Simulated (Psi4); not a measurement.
# AlCl2F (SMILES [F][Al]([Cl])[Cl]): levels of theory compared

Aim: a comparison of 4 runs (HF/3-21G, PBE0/def2-SVP, B3LYP/6-31G*, B3LYP/def2-SVPD) of AlCl2F. 

The results are computed with Psi4 1.11.

### Step 1. The molecule

AlCl2F has 4 atoms, charge 0, and is taken as a singlet. As SMILES, `[F][Al]([Cl])[Cl]`. Geometry: a GFN2-xTB relaxation, a rough one for these elements and not checked as a minimum.

Bond lengths: Al1–Cl2 2.019 Å, Al1–Cl3 2.019 Å, Al1–F4 1.655 Å. Angles: Cl2–Al1–Cl3 127.3°, Cl2–Al1–F4 116.4°, Cl3–Al1–F4 116.4°.

### Step 2. A single-point energy at HF/3-21G (run 1)

File job.py:

```python
import psi4

psi4.set_memory(1600000000)
psi4.set_num_threads(1)
psi4.set_output_file('alcl2f.out', False)

m = psi4.geometry("""
Al
Cl 1 2.018776
Cl 1 2.018573 2 127.2802
F 1 1.655012 3 116.3624 2 179.98969
symmetry c1
""")

options = {'basis': '3-21G', 'reference': 'rhf', 'puream': True, 'e_convergence': 1e-09, 'd_convergence': 1e-08, 'scf_type': 'pk'}
psi4.set_options(options)

energy_value = psi4.energy("hf", molecule=m)
print(f'total energy {energy_value:.8f} hartree = {energy_value * 27.211386:.5f} eV')
```

Launch:

```
$ python job.py
```

alcl2f.out:

```text
[...]
  Running in c1 symmetry.
[...]
  Nuclear repulsion =  247.327656968329194
[...]
  Multiplicity = 1
[...]
  Nalpha       = 28
  Nbeta        = 28
[...]
    Number of basis functions: 48
[...]
   @RHF iter   1: -1254.22506042656164   -5.63820e-01   8.09277e-03 ADIIS/DIIS
[...]
   @RHF iter  10: -1254.29387639705578   -3.86535e-12   3.94503e-09 DIIS
[...]
    Orbital Energies [Eh]
    ---------------------
    Doubly Occupied:
       1A   -104.130482     2A   -104.130463     3A    -58.205586
       4A    -26.141524     5A    -10.527427     6A    -10.527394
       7A     -7.990564     8A     -7.990471     9A     -7.986732
      10A     -7.986552    11A     -7.986416    12A     -7.986391
      13A     -5.013133    14A     -3.319984    15A     -3.316421
      16A     -3.316381    17A     -1.549515    18A     -1.146023
      19A     -1.129741    20A     -0.682900    21A     -0.636324
      22A     -0.629130    23A     -0.595777    24A     -0.540607
      25A     -0.521353    26A     -0.514838    27A     -0.502202
      28A     -0.494424
[...]
  @RHF Final Energy: -1254.29387639705578
   => Energetics <=
    Nuclear Repulsion Energy =            247.3276569683291939
    One-Electron Energy =               -2232.2455574348086884
    Two-Electron Energy =                 730.6240240694238537
    Total Energy =                      -1254.2938763970555556
[...]
 Multipole Moments:
 ------------------------------------------------------------------------------------
     Multipole            Electronic (a.u.)      Nuclear  (a.u.)        Total (a.u.)
 ------------------------------------------------------------------------------------
 L = 1.  Multiply by 2.5417464519 to convert [e a0] to [Debye]
 Dipole X            :          0.0002009            0.0000898            0.0002908
 Dipole Y            :         -0.7172400            0.8224906            0.1052506
 Dipole Z            :         -0.3558430            0.4075843            0.0517413
 Magnitude           :                                                    0.1172815
[...]
```

On the terminal:

```text
total energy -1254.29387640 hartree = -34131.07483 eV
```

Wall time 3.6 s (1 thread of AMD EPYC 7R43 (Zen 3), shared host); peak memory 0.18 GiB.

### Step 3. The energy at PBE0/def2-SVP (run 2)

File calc.in:

```
memory 1.6 GB

molecule {
  Al    -0.017680    -0.029510    -0.000030
  Cl     1.994930    -0.186520     0.014240
  Cl    -1.111650     1.666840    -0.016240
  F     -0.865600    -1.450810     0.002030
  symmetry c1
}

set {
  basis                def2-SVP
  reference            rks
  puream               true
  e_convergence        1e-09
  d_convergence        1e-08
  scf_type             pk
  dft_radial_points    99
  dft_spherical_points 590
}

e_tot = energy("pbe0")
print_variables()
```

Launch:

```
$ psi4 -n 1 calc.in calc.out
```

calc.out:

```text
[...]
  Running in c1 symmetry.
[...]
  Nuclear repulsion =  247.327666045466202
[...]
  Multiplicity = 1
[...]
  Nalpha       = 28
  Nbeta        = 28
[...]
    Number of basis functions: 68
[...]
   @RKS iter   1: -1261.83778549863382   -2.88505e-01   7.26146e-03 ADIIS/DIIS
[...]
   @RKS iter  10: -1261.92807505731344   -7.50333e-12   5.86543e-09 DIIS
[...]
    Orbital Energies [Eh]
    ---------------------
    Doubly Occupied:
       1A   -101.692619     2A   -101.692597     3A    -56.228140
       4A    -24.744511     5A     -9.546283     6A     -9.546255
       7A     -7.283881     8A     -7.283855     9A     -7.279736
      10A     -7.279706    11A     -7.279042    12A     -7.279014
      13A     -4.260308    14A     -2.795967    15A     -2.791899
      16A     -2.791170    17A     -1.160202    18A     -0.866232
      19A     -0.855266    20A     -0.496116    21A     -0.443292
      22A     -0.441687    23A     -0.432068    24A     -0.405034
      25A     -0.377872    26A     -0.374076    27A     -0.364913
      28A     -0.353747
[...]
  @RKS Final Energy: -1261.92807505731344
   => Energetics <=
    Nuclear Repulsion Energy =            247.3276660454662021
    One-Electron Energy =               -2240.2254572208958052
    Two-Electron Energy =                 795.3880337900848190
    DFT Exchange-Correlation Energy =     -64.4183176719686656
    Empirical Dispersion Energy =           0.0000000000000000
    VV10 Nonlocal Energy =                  0.0000000000000000
    Total Energy =                      -1261.9280750573134355
[...]
 Multipole Moments:
 ------------------------------------------------------------------------------------
     Multipole            Electronic (a.u.)      Nuclear  (a.u.)        Total (a.u.)
 ------------------------------------------------------------------------------------
 L = 1.  Multiply by 2.5417464519 to convert [e a0] to [Debye]
 Dipole X            :         -0.2854845            0.4703374            0.1848529
 Dipole Y            :         -0.4777168            0.7882877            0.3105709
 Dipole Z            :          0.0004481           -0.0010839           -0.0006358
 Magnitude           :                                                    0.3614212
[...]
```

It took 11 s on 1 thread of AMD EPYC 7R43 (Zen 3), shared host; peak memory 0.56 GiB.

Run 3 isn't shown in full; the table further down has it.

### Step 4. Energy and forces at B3LYP/def2-SVPD (run 4)

File job.in:

```
memory 1.6 GB

molecule m {
  0 1
  Al    -0.017680    -0.029510    -0.000030
  Cl     1.994930    -0.186520     0.014240
  Cl    -1.111650     1.666840    -0.016240
  F     -0.865600    -1.450810     0.002030
  symmetry c1
  no_reorient
  no_com
}

set {
  basis def2-SVPD
  puream true
  e_convergence 1e-09
  d_convergence 1e-08
  scf_type pk
  dft_radial_points 99
  dft_spherical_points 590
}

e_tot = gradient("b3lyp")
```

Launch:

```
$ psi4 -n 1 job.in job.out
```

job.out:

```text
[...]
  Running in c1 symmetry.
[...]
  Nuclear repulsion =  247.327666045466202
[...]
  Multiplicity = 1
[...]
  Nalpha       = 28
  Nbeta        = 28
[...]
    Number of basis functions: 101
[...]
   @RKS iter   1: -1262.38042652667173   -1.85333e-01   5.73792e-03 ADIIS/DIIS
[...]
   @RKS iter  10: -1262.51073191302385   -1.65983e-11   7.28569e-09 DIIS
[...]
  @RKS Final Energy: -1262.51073191302385
   => Energetics <=
    Nuclear Repulsion Energy =            247.3276660454662021
    One-Electron Energy =               -2239.5562461572153552
    Two-Electron Energy =                 798.8161629369570846
    DFT Exchange-Correlation Energy =     -69.0983147382317355
    Empirical Dispersion Energy =           0.0000000000000000
    VV10 Nonlocal Energy =                  0.0000000000000000
    Total Energy =                      -1262.5107319130238466
[...]
 Multipole Moments:
 ------------------------------------------------------------------------------------
     Multipole            Electronic (a.u.)      Nuclear  (a.u.)        Total (a.u.)
 ------------------------------------------------------------------------------------
 L = 1.  Multiply by 2.5417464519 to convert [e a0] to [Debye]
 Dipole X            :        -13.0193748           13.2196169            0.2002421
 Dipole Y            :        -21.8197549           22.1561318            0.3363768
 Dipole Z            :          0.0298066           -0.0304624           -0.0006558
 Magnitude           :                                                    0.3914673
[...]
  -Total Gradient:
     Atom            X                  Y                   Z
    ------   -----------------  -----------------  -----------------
       1        0.011164912011     0.018868796440    -0.000031585483
       2       -0.028529088107    -0.000579637086    -0.000184805053
       3        0.013088302334    -0.025455263648     0.000223768349
       4        0.004267588232     0.007152290936    -0.000007389206
[...]
```

Wall time 24 s (1 thread of AMD EPYC 7R43 (Zen 3), shared host); peak memory 0.67 GiB.

### Step 5. All runs side by side

| run | level | integration grid | Cartesian functions | energy (Eh) | dipole moment (D) | HOMO energy (eV) | LUMO energy (eV) | wall time |
| --- | --- | --- | --- | --- | --- | --- | --- | --- |
| 1 | HF/3-21G | – | no | -1254.293876 | 0.30 | -13.45 | 1.49 | 3.6 s |
| 2 | PBE0/def2-SVP | 99 radial × 590 angular | no | -1261.928075 | 0.92 | -9.63 | -0.94 | 11 s |
| 3 | B3LYP/6-31G* (Cartesian functions) | 99 radial × 590 angular | yes | -1262.876935 | 0.66 | -9.37 | -1.42 | 13 s |
| 4 | B3LYP/def2-SVPD | 99 radial × 590 angular | no | -1262.510732 | 1.00 | -9.58 | -1.69 | 24 s |

### Step 6. Summary of results

| quantity | value |
| --- | --- |
| run 4: total energy | -1262.51073 Eh |
| run 4: dipole moment | 1.00 D |
| run 4: HOMO energy | -9.58 eV |
| run 4: LUMO energy | -1.69 eV |
| run 4: HOMO–LUMO gap | 7.88 eV |
| run 4: largest force on an atom | 1.472 eV/Å |

In words: The dipole moment (its size) runs from 0.30 D (HF/3-21G) to 1.00 D (B3LYP/def2-SVPD). The two ends differ in method and basis. The HOMO–LUMO gap runs from 7.88 eV (B3LYP/def2-SVPD) to 14.94 eV (HF/3-21G). Totals of different functionals can't be ranked against each other. All runs together took 52 s, the longest 24 s.
